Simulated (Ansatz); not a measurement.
# CH5GeS radical: a ladder of functionals and wavefunction methods

One table from this session's results is given with a row withheld; the runs are named, their logs left out.

The runs use Ansatz 0.2.0, Gaussian basis; functionals in def2-TZVPP, the program's frozen cores in correlated methods.

Levels to be run: LDA (SPW92), PBE-D4, revPBE-D4, BLYP-D4, r2SCAN-D4, B97M-V, PBE0-D4, B3LYP-D4, r2SCANh-D4, r2SCAN0-D4, HSE06-D4, BHLYP-D4, CAM-B3LYP-D4, LC-ωPBE, ωB97X-V, ωB97M-V, B2PLYP, PBE-QIDH; CCSD(T)/def2-SVP; CCSD(T)/def2-TZVPP; MP2/def2-QZVPP; extrapolation to the limit; RPA on PBE.

## The geometry

All runs share one geometry, relaxed beforehand with PBE0-D4 in a triple-zeta def2 set.

SMILES `[CH3][GeH][SH]`, 8 atoms, charge 0, spin multiplicity 2.

Atoms are counted from 1 here; the program's logs count them from 0.

Bond lengths: C1–Ge2 1.966 Å, C1–H4 1.092 Å, C1–H5 1.090 Å, C1–H6 1.091 Å, Ge2–S3 2.230 Å, Ge2–H7 1.552 Å, S3–H8 1.343 Å. Angles: Ge2–C1–H4 108.9°, Ge2–C1–H5 110.3°, Ge2–C1–H6 109.7°, H4–C1–H5 109.3°, H4–C1–H6 109.5°, H5–C1–H6 109.1°, C1–Ge2–S3 110.3°, C1–Ge2–H7 111.3°, S3–Ge2–H7 103.3°, Ge2–S3–H8 94.5°.

Set-up of the first run:

The input, in.yaml:

```yaml
crystal:
  periodic: [false, false, false]
  atoms:
    - {symbol: C, position_ang: [-0.733304, 0.635152, -0.565766]}
    - {symbol: Ge, position_ang: [0.934594, -0.393299, -0.399911]}
    - {symbol: S, position_ang: [1.033815, -1.391604, 1.591237]}
    - {symbol: H, position_ang: [-0.786310, 1.357766, 0.250973]}
    - {symbol: H, position_ang: [-1.594803, -0.030382, -0.514954]}
    - {symbol: H, position_ang: [-0.745848, 1.162722, -1.520364]}
    - {symbol: H, position_ang: [2.173112, 0.541243, -0.392227]}
    - {symbol: H, position_ang: [-0.189056, -1.938697, 1.495014]}
basis:
  gaussian: {orbitals: def2-TZVPP}
magnetization: {spin_polarized: true, initial_magnetization: 1}
hamiltonian: {xc: lda}
output: {orbitals: {seedname: orbitals}}
```

Steps of the session up to this table: LDA; PBE-D4 (GGA); revPBE-D4 (GGA); BLYP-D4 (GGA); r2SCAN-D4 (meta-GGA); B97M-V (meta-GGA); PBE0-D4 (hybrid); B3LYP-D4 (hybrid); r2SCANh-D4 (hybrid); r2SCAN0-D4 (hybrid); HSE06-D4 (hybrid); BHLYP-D4 (hybrid); CAM-B3LYP-D4 (range-separated); LC-ωPBE-D4 (range-separated; the results give it without D4); ωB97X-V (range-separated); ωB97M-V (range-separated); B2PLYP (double hybrid); PBE-QIDH (double hybrid).

One table of the session follows, with a row left open; its other results are not shown here.

It belongs to the step «Orbital energies across the functionals». 

```
  functional  HOMO (eV)  LUMO (eV)  gap (eV)
 LDA (SPW92)      -4.67      -3.85      0.82
      PBE-D4      -4.65      -3.51      1.14
   revPBE-D4      -4.63      -3.38      1.24
     BLYP-D4      -4.45      -3.52      0.93
   r2SCAN-D4      -5.00      -3.17      1.82
      B97M-V      -4.86      -3.58      1.27
     PBE0-D4      -5.76      -2.63      3.13
    B3LYP-D4      -5.49      -3.01      2.48
  r2SCANh-D4      -5.40      -2.86      2.54
  r2SCAN0-D4      -6.01      -2.39      3.62
    HSE06-D4          ?          ?         ?
    BHLYP-D4      -6.68      -1.82      4.86
CAM-B3LYP-D4      -6.96      -1.74      5.22
     LC-ωPBE      -8.35      -0.36      7.99
     ωB97X-V      -7.88      -0.79      7.08
     ωB97M-V      -7.70      -0.86      6.84
```

Q: Estimate the row for HSE06-D4 from the others.

As computed: HOMO (eV): -5.37; LUMO (eV): -3.00; gap (eV): 2.37. In the column «HOMO (eV)» it lies between r2SCANh-D4 (-5.40) and r2SCAN-D4 (-5.00).
